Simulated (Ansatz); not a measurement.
# Ti: pressure up to the limit of the methods

An exercise on one series of results from a longer session: the logs are not shown, and one member is left open.

Program: Ansatz 0.2.0. Level of theory: DFT, PBEsol, PAW with Ansatz's default frozen-core files, scalar-relativistic. These are calculated values, not measurements.

### The structure to begin with

The structure is hexagonal, space group P6_3/mmc (No. 194). The conventional cell has a = 2.931 Å, b = 2.931 Å, c = 4.749 Å, α = 90.00°, β = 90.00°, γ = 120.00°. Ti (site symmetry -6m2) is surrounded by 12 Ti at 2.92 to 2.93 Å.

Coordinates:

```
Ti
1.0
     2.93139    0.00000    0.00000
    -1.46570    2.53866    0.00000
     0.00000    0.00000    4.74885
Ti
2
Direct
  0.33333 0.66667 0.25000
  0.66667 0.33333 0.75000
```

Whether this phase is the stable one at these pressures isn't tested.

Atoms are numbered in the order of the input: Ti1, Ti2.

The first run:

The input, input.yaml:

```yaml
crystal:
  lattice:
    - [2.9313902092, 0.0, 0.0]
    - [-1.4656951046, 2.5386583896, 0.0]
    - [0.0, 0.0, 4.7488521389]
  atoms:
    - { symbol: Ti, position: [0.3333333333, 0.6666666667, 0.25] }
    - { symbol: Ti, position: [0.6666666667, 0.3333333333, 0.75] }
kpoints:
  mp_grid: { grid: [15, 15, 8] }
scf:
  occupations: { method: fermi_dirac, width: 0.05 }
hamiltonian:
  xc: pbesol
  pseudopotentials: { kind: paw }
output:
  forces: true
  stress: true
relax:
  f_tol: 0.005
  max_steps: 40
  cell: {}
```

Command:

```
ansatz run input.yaml --threads 1 --pin off --max-ram 2048MiB --backend cpu --events-out ev --progress --plain --runs-dir out
```

Among the steps run: Cell relaxed at zero pressure, PAW; Volume scaled by 1, PAW; Shape and atoms relaxed at 0.94 of the volume, PAW; Volume scaled by 0.94, PAW; Shape and atoms relaxed at 0.88 of the volume, PAW; Volume scaled by 0.88, PAW; Shape and atoms relaxed at 0.8 of the volume, PAW; Volume scaled by 0.8, PAW; Shape and atoms relaxed at 0.72 of the volume, PAW; Volume scaled by 0.72, PAW; Shape and atoms relaxed at 0.64 of the volume, PAW; Volume scaled by 0.64, PAW; Shape and atoms relaxed at 0.55 of the volume, PAW; More of the same log: shape and atoms relaxed at 0.55 of the volume; Volume scaled by 0.55, PAW; Shape and atoms relaxed at 0.45 of the volume, PAW; More of the same log: shape and atoms relaxed at 0.45 of the volume; Volume scaled by 0.45, PAW; Volume scaled by 0.45, PAW (cutoff 300 eV).

One of the session's tables, all rows but one given; the rest of the session is left out.

```
             method  volume over the first  volume (Å³/atom)  pressure (GPa)
                PAW                      1            16.730           -0.01
                PAW                   0.94                 ?               ?
                PAW                   0.88            14.722           18.91
                PAW                    0.8            13.384           38.58
                PAW                   0.72            12.046           65.78
                PAW                   0.64            10.707          100.51
                PAW                   0.55             9.202          166.79
                PAW                   0.45             7.529          305.13
PAW (cutoff 300 eV)                   0.45             7.529          303.69
```

**Question.** Estimate the row for PAW, 0.94.

The run gave: volume (Å³/atom): 15.726; pressure (GPa): 8.18. In the column «volume (Å³/atom)» it lies between PAW, 0.88 (14.722) and PAW, 1 (16.730).

To keep in mind: Warnings in the runs' records: cutoff below recommended.
